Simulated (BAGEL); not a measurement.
**CH6OSSi (SMILES OC[SiH2]S) at 3 levels**

We compute a comparison of 3 runs (HF/STO-3G, HF/3-21G, HF/6-31G*) of CH6OSSi. 

The calculation is run with BAGEL 1.2.2.

## Step 1: The structure to begin with

The species is CH6OSSi (10 atoms), meant as a singlet with charge 0. As SMILES, `OC[SiH2]S`. The O1–C2 distance was set to 1.846 Å, away from the relaxed value.

Bond lengths: C2–Si3 1.886 Å, Si3–S4 2.134 Å, O1–H5 0.960 Å, C2–H6 1.098 Å, C2–H7 1.100 Å, Si3–H8 1.486 Å, Si3–H9 1.486 Å, S4–H10 1.346 Å. Angles: C2–Si3–S4 109.7°, C2–Si3–H8 109.2°, C2–Si3–H9 110.1°, S4–Si3–H8 111.8°, S4–Si3–H9 106.5°, Si3–C2–H6 109.0°, Si3–C2–H7 109.2°, Si3–S4–H10 92.2°, H8–Si3–H9 109.6°, H6–C2–H7 107.6°. A long bond or contact: O1–C2 1.846 Å.

## Step 2: The energy at HF/STO-3G (density fitting with qzvpp-jkfit) (run 1)

File job.json:

```json
{ "bagel" : [

{
  "title" : "molecule",
  "basis" : "sto-3g",
  "df_basis" : "qzvpp-jkfit",
  "angstrom" : true,
  "geometry" : [
    { "atom" : "O", "xyz" : [   -0.795208,    0.807269,   -1.594735 ] },
    { "atom" : "C", "xyz" : [   -0.581100,    0.721600,    0.236300 ] },
    { "atom" : "Si", "xyz" : [    0.294800,   -0.903400,    0.621600 ] },
    { "atom" : "S", "xyz" : [    2.163700,   -0.972300,   -0.405600 ] },
    { "atom" : "H", "xyz" : [   -1.197008,    1.648369,   -1.824135 ] },
    { "atom" : "H", "xyz" : [    0.025700,    1.554000,    0.617100 ] },
    { "atom" : "H", "xyz" : [   -1.547200,    0.746100,    0.761500 ] },
    { "atom" : "H", "xyz" : [   -0.586600,   -2.037100,    0.241000 ] },
    { "atom" : "H", "xyz" : [    0.608400,   -0.982100,    2.071500 ] },
    { "atom" : "H", "xyz" : [    1.598700,   -0.594200,   -1.566800 ] }
  ]
},
{
  "title" : "hf"
},
{
  "title" : "print",
  "file" : "orbitals.molden",
  "orbitals" : true
}

]}
```

Started as:

```sh
$ BAGEL_NUM_THREADS=1 BAGEL job.json > job.out
```

Log:

```text
* using 1 threads per process

  ===============================================================
  ===============================================================

  *** Geometry ***

  { "atom" : "O", "xyz" : [     -1.502725,      1.525517,     -3.013612 ] },
  { "atom" : "C", "xyz" : [     -1.098120,      1.363626,      0.446542 ] },
  { "atom" : "Si", "xyz" : [      0.557091,     -1.707179,      1.174654 ] },
  { "atom" : "S", "xyz" : [      4.088800,     -1.837381,     -0.766473 ] },
  { "atom" : "H", "xyz" : [     -2.262017,      3.114966,     -3.447116 ] },
  { "atom" : "H", "xyz" : [      0.048566,      2.936634,      1.166150 ] },
  { "atom" : "H", "xyz" : [     -2.923784,      1.409925,      1.439026 ] },
  { "atom" : "H", "xyz" : [     -1.108513,     -3.849561,      0.455424 ] },
  { "atom" : "H", "xyz" : [      1.149709,     -1.855900,      3.914568 ] },
  { "atom" : "H", "xyz" : [      3.021105,     -1.122875,     -2.960823 ] },

  Number of auxiliary basis functions:      516

  Since a DF basis is specified, we compute 2- and 3-index integrals:
    o Being stored without compression. Storage requirement is 0.005 GB

  Number of basis functions:       34
  Number of electrons      :       50

    * METHOD: MOLECULE                             0.21

  *** RHF ***

  === Nuclear Repulsion ===
   210.2752503273

      * DIIS with orbital gradients will be used.

  === RHF iteration (sto-3g) ===
      0       -793.29201642          0.01907484           0.03
      1       -793.41229039          0.00896163           0.03
      2       -793.43542881          0.00116268           0.03
      3       -793.43608654          0.00027604           0.03
      4       -793.43612944          0.00004966           0.03
      5       -793.43613128          0.00001410           0.03
      6       -793.43613143          0.00000217           0.03
      7       -793.43613144          0.00000070           0.03
      8       -793.43613144          0.00000023           0.03
      9       -793.43613144          0.00000010           0.03
     10       -793.43613144          0.00000002           0.03
     11       -793.43613144          0.00000001           0.03
    * SCF iteration converged.

    * Permanent dipole moment:
           (    0.573862,    -0.476662,    -0.384573) a.u.

    * METHOD: HF                                   0.41

    * METHOD: PRINT                                0.00

  ===============================================================
```

It took 0.75 s on 1 thread of Arm Neoverse V1, shared host.

## Step 3: The energy at HF/3-21G (density fitting with qzvpp-jkfit) (run 2)

File input.json:

```json
{ "bagel": [

{
  "title": "molecule",
  "basis": "3-21g",
  "df_basis": "qzvpp-jkfit",
  "angstrom": true,
  "geometry": [
    { "atom": "O", "xyz": [   -0.795208,    0.807269,   -1.594735 ] },
    { "atom": "C", "xyz": [   -0.581100,    0.721600,    0.236300 ] },
    { "atom": "Si", "xyz": [    0.294800,   -0.903400,    0.621600 ] },
    { "atom": "S", "xyz": [    2.163700,   -0.972300,   -0.405600 ] },
    { "atom": "H", "xyz": [   -1.197008,    1.648369,   -1.824135 ] },
    { "atom": "H", "xyz": [    0.025700,    1.554000,    0.617100 ] },
    { "atom": "H", "xyz": [   -1.547200,    0.746100,    0.761500 ] },
    { "atom": "H", "xyz": [   -0.586600,   -2.037100,    0.241000 ] },
    { "atom": "H", "xyz": [    0.608400,   -0.982100,    2.071500 ] },
    { "atom": "H", "xyz": [    1.598700,   -0.594200,   -1.566800 ] }
  ]
},
{
  "title": "hf"
},
{
  "title": "print",
  "file": "orbitals.molden",
  "orbitals": true
}

]}
```

Started as:

```sh
$ BAGEL_NUM_THREADS=1 BAGEL input.json > input.out
```

Log:

```text
* using 1 threads per process

  ===============================================================
  ===============================================================

  *** Geometry ***

  { "atom" : "O", "xyz" : [     -1.502725,      1.525517,     -3.013612 ] },
  { "atom" : "C", "xyz" : [     -1.098120,      1.363626,      0.446542 ] },
  { "atom" : "Si", "xyz" : [      0.557091,     -1.707179,      1.174654 ] },
  { "atom" : "S", "xyz" : [      4.088800,     -1.837381,     -0.766473 ] },
  { "atom" : "H", "xyz" : [     -2.262017,      3.114966,     -3.447116 ] },
  { "atom" : "H", "xyz" : [      0.048566,      2.936634,      1.166150 ] },
  { "atom" : "H", "xyz" : [     -2.923784,      1.409925,      1.439026 ] },
  { "atom" : "H", "xyz" : [     -1.108513,     -3.849561,      0.455424 ] },
  { "atom" : "H", "xyz" : [      1.149709,     -1.855900,      3.914568 ] },
  { "atom" : "H", "xyz" : [      3.021105,     -1.122875,     -2.960823 ] },

  Number of auxiliary basis functions:      516

  Since a DF basis is specified, we compute 2- and 3-index integrals:
    o Being stored without compression. Storage requirement is 0.013 GB

  Number of basis functions:       56
  Number of electrons      :       50

    * METHOD: MOLECULE                             0.21

  *** RHF ***

  === Nuclear Repulsion ===
   210.2752503273

      * DIIS with orbital gradients will be used.

  === RHF iteration (3-21g) ===
      0       -798.32598993          0.02286836           0.05
      1       -798.42324113          0.01529047           0.04
      2       -798.47507751          0.00192016           0.05
      3       -798.47662609          0.00058581           0.05
      4       -798.47678243          0.00016078           0.05
      5       -798.47680602          0.00004479           0.04
      6       -798.47680767          0.00001159           0.04
      7       -798.47680777          0.00000356           0.04
      8       -798.47680778          0.00000100           0.04
      9       -798.47680778          0.00000038           0.04
     10       -798.47680778          0.00000021           0.04
     11       -798.47680778          0.00000007           0.04
     12       -798.47680778          0.00000003           0.04
     13       -798.47680778          0.00000001           0.04
    * SCF iteration converged.

    * Permanent dipole moment:
           (    1.117827,    -0.859712,    -0.632293) a.u.

    * METHOD: HF                                   0.77

    * METHOD: PRINT                                0.01

  ===============================================================
```

Wall time 1.1 s (1 thread of Arm Neoverse V1, shared host); peak memory 0.094 GiB.

## Step 4: A single-point energy at HF/6-31G(d) (density fitting with qzvpp-jkfit, spherical functions) (run 3)

File calc.json:

```json
{ "bagel": [

{
  "title": "molecule",
  "basis": "6-31gs.json",
  "df_basis": "qzvpp-jkfit",
  "angstrom": true,
  "geometry": [
    { "atom": "O", "xyz": [   -0.795208,    0.807269,   -1.594735 ] },
    { "atom": "C", "xyz": [   -0.581100,    0.721600,    0.236300 ] },
    { "atom": "Si", "xyz": [    0.294800,   -0.903400,    0.621600 ] },
    { "atom": "S", "xyz": [    2.163700,   -0.972300,   -0.405600 ] },
    { "atom": "H", "xyz": [   -1.197008,    1.648369,   -1.824135 ] },
    { "atom": "H", "xyz": [    0.025700,    1.554000,    0.617100 ] },
    { "atom": "H", "xyz": [   -1.547200,    0.746100,    0.761500 ] },
    { "atom": "H", "xyz": [   -0.586600,   -2.037100,    0.241000 ] },
    { "atom": "H", "xyz": [    0.608400,   -0.982100,    2.071500 ] },
    { "atom": "H", "xyz": [    1.598700,   -0.594200,   -1.566800 ] }
  ]
},
{
  "title": "hf"
},
{
  "title": "print",
  "file": "orbitals.molden",
  "orbitals": true
}

]}
```

The basis set 6-31G* is read from a file made from the Basis Set Exchange's data (not shown).

Started as:

```sh
$ BAGEL_NUM_THREADS=1 BAGEL calc.json > calc.out
```

Log:

```text
* using 1 threads per process

  ===============================================================
  ===============================================================

  *** Geometry ***

  { "atom" : "O", "xyz" : [     -1.502725,      1.525517,     -3.013612 ] },
  { "atom" : "C", "xyz" : [     -1.098120,      1.363626,      0.446542 ] },
  { "atom" : "Si", "xyz" : [      0.557091,     -1.707179,      1.174654 ] },
  { "atom" : "S", "xyz" : [      4.088800,     -1.837381,     -0.766473 ] },
  { "atom" : "H", "xyz" : [     -2.262017,      3.114966,     -3.447116 ] },
  { "atom" : "H", "xyz" : [      0.048566,      2.936634,      1.166150 ] },
  { "atom" : "H", "xyz" : [     -2.923784,      1.409925,      1.439026 ] },
  { "atom" : "H", "xyz" : [     -1.108513,     -3.849561,      0.455424 ] },
  { "atom" : "H", "xyz" : [      1.149709,     -1.855900,      3.914568 ] },
  { "atom" : "H", "xyz" : [      3.021105,     -1.122875,     -2.960823 ] },

  Number of auxiliary basis functions:      516

  Since a DF basis is specified, we compute 2- and 3-index integrals:
    o Being stored without compression. Storage requirement is 0.024 GB

  Number of basis functions:       76
  Number of electrons      :       50

    * METHOD: MOLECULE                             0.28

  *** RHF ***

  === Nuclear Repulsion ===
   210.2752503273

      * DIIS with orbital gradients will be used.

  === RHF iteration (6-31gs.json) ===
      0       -802.37163624          0.02048603           0.07
      1       -802.48290248          0.01498713           0.06
      2       -802.58132230          0.00218505           0.06
      3       -802.58430208          0.00060280           0.06
      4       -802.58455817          0.00014981           0.06
      5       -802.58458746          0.00005402           0.07
      6       -802.58459191          0.00001806           0.07
      7       -802.58459236          0.00000511           0.06
      8       -802.58459239          0.00000128           0.06
      9       -802.58459239          0.00000036           0.06
     10       -802.58459239          0.00000013           0.06
     11       -802.58459239          0.00000005           0.06
     12       -802.58459239          0.00000002           0.06
     13       -802.58459239          0.00000001           0.06
     14       -802.58459239          0.00000000           0.06
    * SCF iteration converged.

    * Permanent dipole moment:
           (    0.805240,    -0.745704,    -0.746374) a.u.

    * METHOD: HF                                   1.16

    * METHOD: PRINT                                0.02

  ===============================================================
```

It took 1.6 s on 1 thread of Arm Neoverse V1, shared host; peak memory 0.12 GiB.

## Step 5: The series

```tsv
run	level	energy (Eh)	dipole moment (D)	HOMO energy (eV)	LUMO energy (eV)	wall time
1	HF/STO-3G (density fitting with qzvpp-jkfit)	-793.436131	2.13	-6.98	8.30	0.75 s
2	HF/3-21G (density fitting with qzvpp-jkfit)	-798.476808	3.93	-10.23	3.19	1.1 s
3	HF/6-31G* (density fitting with qzvpp-jkfit, spherical functions)	-802.584592	3.37	-10.12	2.93	1.6 s
```

## Step 6: Results

```
            quantity          value
 run 3: total energy  -802.58459 Eh
run 3: dipole moment         3.37 D
  run 3: HOMO energy      -10.12 eV
  run 3: LUMO energy        2.93 eV
run 3: HOMO–LUMO gap       13.06 eV
```

The dipole moment (its size) runs from 2.13 D (HF/STO-3G) to 3.93 D (HF/3-21G). The HOMO–LUMO gap runs from 13.06 eV (HF/6-31G*) to 15.28 eV (HF/STO-3G). In run 1 the basis is minimal, so the values are rough. All runs together took 3.5 s, the longest 1.6 s.
